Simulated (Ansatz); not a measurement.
**CH7BO2Si: basis-set convergence**

One table from this session's results is given with a row withheld; the runs are named, their logs left out.

Computed with Ansatz 0.2.0, Gaussian basis. Level: one geometry, several basis sets.

Plan: PBE0-D4/def2-SVP; ωB97M-V/def2-SVP; PBE0-D4/def2-QZVPP; ωB97M-V/def2-QZVPP; the functionals' def2-TZVPP values are taken from earlier runs.

### Structure used throughout

All runs share one geometry, relaxed beforehand with PBE0-D4 in a triple-zeta def2 set.

SMILES `BOCO[SiH3]`, 12 atoms, charge 0, spin multiplicity 1.

Atoms are counted from 1 here; the program's logs count them from 0.

Bond lengths: B1–O2 1.345 Å, B1–H6 1.201 Å, B1–H7 1.195 Å, O2–C3 1.412 Å, C3–O4 1.381 Å, C3–H8 1.096 Å, C3–H9 1.094 Å, O4–Si5 1.657 Å, Si5–H10 1.488 Å, Si5–H11 1.483 Å, Si5–H12 1.481 Å. Angles: O2–B1–H6 119.9°, O2–B1–H7 116.9°, H6–B1–H7 123.2°, B1–O2–C3 121.7°, O2–C3–O4 110.5°, O2–C3–H8 106.6°, O2–C3–H9 110.0°, O4–C3–H8 111.0°, O4–C3–H9 108.2°, H8–C3–H9 110.6°, C3–O4–Si5 123.5°, O4–Si5–H10 109.4°, O4–Si5–H11 111.9°, O4–Si5–H12 105.5°, H10–Si5–H11 109.3°, H10–Si5–H12 110.8°, H11–Si5–H12 109.9°.

Set-up of the first run:

The input, in.yaml:

```yaml
crystal:
  periodic: [false, false, false]
  atoms:
    - {symbol: B, position_ang: [-0.993785, 1.105782, 1.714550]}
    - {symbol: O, position_ang: [-0.900286, 0.494141, 0.520058]}
    - {symbol: C, position_ang: [0.062809, 0.880153, -0.438056]}
    - {symbol: O, position_ang: [1.056957, -0.073892, -0.536063]}
    - {symbol: Si, position_ang: [0.769834, -1.656100, -0.936755]}
    - {symbol: H, position_ang: [-0.274582, 2.033887, 1.969321]}
    - {symbol: H, position_ang: [-1.816481, 0.687877, 2.473784]}
    - {symbol: H, position_ang: [-0.470102, 0.991998, -1.389635]}
    - {symbol: H, position_ang: [0.525477, 1.826600, -0.143329]}
    - {symbol: H, position_ang: [-0.224766, -1.713808, -2.042449]}
    - {symbol: H, position_ang: [0.265271, -2.436764, 0.219116]}
    - {symbol: H, position_ang: [2.076653, -2.195273, -1.376541]}
basis:
  gaussian: {orbitals: def2-SVP}
hamiltonian: {xc: pbe0, dispersion: d4}
output: {orbitals: {seedname: orbitals}}
```

Steps of the session up to this table: PBE0-D4 in def2-SVP; ωB97M-V in def2-SVP; PBE0-D4 in def2-QZVPP; ωB97M-V in def2-QZVPP.

One table of the session follows, with a row left open; its other results are not shown here.

It belongs to the step «Functionals by basis». 

```
functional       basis  HOMO (eV)
   PBE0-D4    def2-SVP      -8.59
   PBE0-D4  def2-TZVPP      -8.66
   PBE0-D4  def2-QZVPP          ?
   ωB97M-V    def2-SVP     -10.89
   ωB97M-V  def2-TZVPP     -11.00
   ωB97M-V  def2-QZVPP     -11.01
```

Q: Estimate the row for PBE0-D4, def2-QZVPP from the others.

As computed: HOMO (eV): -8.68. In the column «HOMO (eV)» it lies between ωB97M-V, def2-SVP (-10.89) and PBE0-D4, def2-TZVPP (-8.66).
